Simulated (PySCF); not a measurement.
# LaF3(H2O): other functionals and bases at one geometry

One table from this session's results is given with a row withheld; the runs are named, their logs left out.

Computed with PySCF 2.14.0. Level: several levels, as the steps say, no spin–orbit coupling.

1 further run of the same task is left out (for a known fault of the program).

**Starting geometry**

7 atoms, charge 0, spin multiplicity 1.

Bond lengths: La1–F2 2.158 Å, La1–F3 2.155 Å, La1–F4 2.158 Å, La1–O5 2.611 Å, O5–H6 0.965 Å, O5–H7 0.965 Å. Angles: F2–La1–F3 115.4°, F2–La1–F4 117.2°, F2–La1–O5 100.9°, F3–La1–F4 115.4°, F3–La1–O5 103.3°, F4–La1–O5 100.9°, La1–O5–H6 127.0°, La1–O5–H7 127.0°, H6–O5–H7 105.9°.

As a file:

```xyz
7

La    0.0921   -0.1020    0.1020
F     1.1850    1.3882    1.2165
F    -1.3418   -1.2392    1.2392
F     1.1850   -1.2165   -1.3882
O    -1.4035    1.4115   -1.4115
H    -1.7308    2.2961   -1.2065
H    -1.7308    1.2065   -2.2961
```

Formal oxidation states: La +3. An earlier session relaxed this geometry at PBE0, La def2-SVP with ECP46, F def2-SVP, O def2-SVP, H def2-SVP (singlet, point group Cs).

At PBE0 on the finer grid: E = -407.154699 Eh, HOMO -8.98 eV, LUMO -1.29 eV, Mulliken charge on La1 +1.22 e, largest force component 0.010 eV/Å. 

Levels to run: TPSSh; wB97X; PBE0, TZVP. Hardware: 2 threads of Intel Xeon Platinum 8488C (Sapphire Rapids), shared host.

The first run:

Contents of run.py (the lines that set the calculation):

```python
mol = gto.M(atom='''
La     0.09214    -0.10196     0.10196
F      1.18497     1.38817     1.21649
F     -1.34183    -1.23921     1.23921
F      1.18497    -1.21649    -1.38817
O     -1.40347     1.41147    -1.41147
H     -1.73075     2.29613    -1.20652
H     -1.73075     1.20652    -2.29613''',
    basis={'La': 'def2-SVP', 'F': 'def2-SVP', 'O': 'def2-SVP', 'H': 'def2-SVP'},
    ecp={'La': 'def2-SVP'},
    charge=0, spin=0)
mf = dft.RKS(mol, xc='TPSSH')
mf.grids.atom_grid = (75, 302)  # f atoms: unpruned, at least (60, 302)
mf = mf.density_fit()  # fitting sets: La def2-universal-JKFIT, F def2-universal-JKFIT, O def2-universal-JKFIT, H def2-universal-JKFIT
mf.conv_tol = 1e-08; mf.max_cycle = 55
mf.kernel(dm0)  # dm0: the density of the relaxed state
```

Started as:

```console
OMP_NUM_THREADS=2 python run.py
```

Steps of the session up to this table: TPSSh; wB97X; PBE0, TZVP.

One of the session's tables, all rows but one given; the rest of the session is left out.

```
              level  HOMO (eV)  gap (eV)  charge on La1 (e)  dipole (D)  largest force component (eV/Å)
PBE0 (relaxed here)      -8.98      7.69               1.22        7.22                            0.01
              TPSSh          ?         ?                  ?           ?                               ?
              wB97X     -11.38     11.97               1.24        7.30                            0.08
         PBE0, TZVP      -9.28      7.83               1.55        7.20                            0.23
```

Q: Estimate the row for TPSSh from the others.

The run gave: HOMO (eV): -7.92; gap (eV): 6.37; charge on La1 (e): 1.17; dipole (D): 7.14; largest force component (eV/Å): 0.26. In the column «HOMO (eV)» it is the highest.

In one basis the HOMO–LUMO gap runs from 6.37 eV (TPSSh) to 11.97 eV (wB97X). The largest leftover force, 0.26 eV/Å with TPSSh, stands at a geometry relaxed at another level. Total energies of different levels can't be compared.
